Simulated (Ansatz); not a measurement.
# WH+ (quintet): from Hartree-Fock to the top rungs, def2-TZVPP

The task here is to estimate one member of a computed series from the others.

Program: Ansatz 0.2.0, Gaussian basis. Level of theory: def2-TZVPP, core rule «outside noble gas», up to 4 orbitals frozen. These are calculated values, not measurements.

To be run: UHF; ROHF; CCSD(T) on UHF.

## The geometry

The geometry is a PBE0/def2-TZVP stationary point (not a proven minimum) of the parent state, kept for this charge and spin. No spin-orbit coupling is included. Elements past krypton take def2 core potentials.

2 atoms, charge 1, spin multiplicity 5.

Atoms are counted from 1 here; the program's logs count them from 0.

Bond lengths: W1–H2 1.690 Å.

The first run:

in.yaml

```yaml
crystal:
  periodic: [false, false, false]
  atoms:
    - {symbol: W, position_ang: [0.000000, 0.000000, 0.000000]}
    - {symbol: H, position_ang: [0.000000, 0.000000, 1.689971]}
basis:
  gaussian: {orbitals: def2-TZVPP}
total_charge: 1
magnetization: {spin_polarized: true, initial_magnetization: 4}
hamiltonian: {xc: hf}
output: {orbitals: {seedname: orbitals}}
```

Started as:

```console
$ ansatz run in.yaml --threads 1 --pin off --events-out ev --progress --plain --max-ram 4096MiB --backend cpu
```

Among the steps run: UHF; ROHF; CCSD(T) on UHF.

One table of the session follows, with a row left open; its other results are not shown here.

```
  method  from UCCSD(T) (meV)
    ROHF              +2963.6
     UHF              +2728.5
    UMP2               +485.4
   UCCSD                    ?
UCCSD(T)                    0
```

**Question.** Estimate the row for UCCSD.

The run gave: from UCCSD(T) (meV): +76.5. In the column «from UCCSD(T) (meV)» it lies between UCCSD(T) (0) and UMP2 (+485.4).
